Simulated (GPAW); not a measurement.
**Hf2Pd2Se2Br2O3: band structure with LDA**

The system is Hf2Pd2Se2Br2O3.

```
Hf Pd Se Br O
1.0
     7.58666   -1.70971   -1.17576
     7.58666    1.70971   -1.17576
    -2.02446    0.00000   13.05155
Hf Pd Se Br O
2 2 2 2 3
Direct
  0.94514 0.94514 0.06144
  0.60628 0.60628 0.28309
  0.17920 0.17920 0.50964
  0.32286 0.32286 0.74307
  0.92232 0.92232 0.84566
  0.78991 0.78991 0.58800
  0.58645 0.58645 0.04520
  0.24604 0.24604 0.28651
  0.59701 0.59701 0.42127
  0.38554 0.38554 0.07302
  0.03094 0.03094 0.22169
```

The cell was built by a generator and needn't be a form met in nature.

| Quantity | Value |
| --- | --- |
| Program | GPAW 26.7.0 |
| Task | band structure |
| Functional | LDA |
| Potentials or basis | the program's PAW data sets (release 1.2.1) made for this functional |
| Cutoff | 800 eV |
| Basis | pw |
| k mesh | 6 × 6 × 2 |
| Occupations | fermi-dirac, width 0.05 eV |
| Spin | no spin polarisation |
| Ranks | 4 |
| Maxiter | 150 |
| Band path | GYFLI,I1ZF1,YX1,XGN,MG |
| Band points | 80 |

- Pressure: -4.3 GPa
- Largest force: 0.672 eV/Å
- Band gap on the k mesh: 0.61 eV, indirect (least direct gap 0.62 eV)
- Band gap along the path: 0.59 eV, direct

Forces on the atoms (eV/Å):
```
Hf   0.061  0.000  0.345
Hf  -0.191  0.000  0.177
Pd   0.212  0.000 -0.250
Pd   0.462  0.000  0.019
Se  -0.471  0.000 -0.119
Se  -0.541  0.000  0.105
Br  -0.500  0.000  0.265
Br  -0.567  0.000  0.066
O    0.579  0.000 -0.216
O    0.643  0.000 -0.194
O    0.312  0.000 -0.197
```

Stress tensor (GPa, compression positive):
```
-3.23  0.00 -1.16
 0.00 -5.59  0.00
-1.16  0.00 -4.00
```

Levels at the corners of the path, in eV from the valence-band top:
```tsv
point	band 48	band 49	band 50	band 51	band 52	band 53
Γ	-0.65	-0.31	-0.10	1.17	1.95	2.50
Y	-0.67	-0.29	-0.19	1.19	1.95	2.43
F	-0.66	-0.31	-0.13	1.18	1.96	2.47
L	-0.66	-0.32	-0.10	1.17	1.96	2.50
I	-0.83	-0.61	-0.43	1.28	1.77	2.58
I1	-0.83	-0.61	-0.43	1.28	1.77	2.58
Z	-0.65	-0.28	-0.20	1.19	1.94	2.43
F1	-0.66	-0.31	-0.13	1.18	1.96	2.47
Y	-0.67	-0.29	-0.19	1.19	1.95	2.43
X1	-0.76	-0.62	-0.41	1.28	1.75	2.54
X	-0.76	-0.62	-0.41	1.28	1.75	2.54
Γ	-0.65	-0.31	-0.10	1.17	1.95	2.50
N	-0.82	-0.62	-0.43	1.29	1.79	2.59
M	-0.82	-0.61	-0.43	1.29	1.77	2.60
Γ	-0.65	-0.31	-0.10	1.17	1.95	2.50
```

Wall time 36 min on 4 MPI ranks on AMD EPYC 7R43 64-Core Processor (Zen 3), on a shared host, peak memory 2 GiB a rank.

Caveat: spin-orbit coupling is left out, which moves the levels of the heavy elements; the program warned that so skewed a cell can give wrong results.
